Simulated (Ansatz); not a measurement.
# CH₂ClI: geometry at several levels

Wanted for CH₂ClI: geometry at several levels.

Computed with Ansatz 0.2.0 (the levels named in each step, unless a step's input says otherwise).

### 1 Starting point

Bond lengths: Cl1–C2 1.765 Å, C2–I3 2.154 Å, C2–H4 1.085 Å, C2–H5 1.086 Å. Angles: Cl1–C2–I3 113.3°, Cl1–C2–H4 108.8°, Cl1–C2–H5 108.8°, I3–C2–H4 107.1°, I3–C2–H5 107.1°, H4–C2–H5 111.7°.

Coordinates:

```xyz
5

Cl   -2.3923    0.6297    0.0002
C    -1.2505   -0.7163    0.0247
I     0.8090   -0.0874   -0.0030
H    -1.3990   -1.2847    0.9371
H    -1.4100   -1.3268   -0.8588
```

### 2 A rough first relaxation, PBE-D4/def2-SVP

input.yaml

```yaml
crystal:
  periodic: [false, false, false]
  atoms:
    - { symbol: Cl, position_ang: [-2.39228, 0.62973, 0.0002] }
    - { symbol: C, position_ang: [-1.25051, -0.71626, 0.0247] }
    - { symbol: I, position_ang: [0.80899, -0.08739, -0.00302] }
    - { symbol: H, position_ang: [-1.39901, -1.28471, 0.93713] }
    - { symbol: H, position_ang: [-1.40995, -1.32683, -0.85877] }
basis:
  gaussian: { orbitals: def2-SVP }
hamiltonian:
  xc: pbe
  dispersion: d4
relax:
  f_tol: 0.03
  max_steps: 200
```

The run is started by

```bash
$ ansatz run input.yaml --threads 2 --pin off --max-ram 5120MiB --backend cpu --events-out ev --progress --plain --runs-dir out
```

After this run come: Relaxation, HF/def2-SVP; Relaxation, LDA/def2-SVP; Relaxation, PBE-D4/def2-SVP; Relaxation, PBE0-D4/def2-TZVPP; Relaxation, MP2/def2-TZVPP.

Q: Predict the outcome of this session. Wanted: Cl1–C2 at MP2/def2-TZVPP; C2–I3 at MP2/def2-TZVPP.

The runs gave:

```
                quantity    value
Cl1–C2 at MP2/def2-TZVPP  1.759 Å
 C2–I3 at MP2/def2-TZVPP  2.119 Å
```

The Cl–C distance spreads over 0.022 Å, from LDA/def2-SVP (shortest) to PBE-D4/def2-SVP. Heavy atoms carry effective core potentials in def2 sets, and spin-orbit coupling is left out.
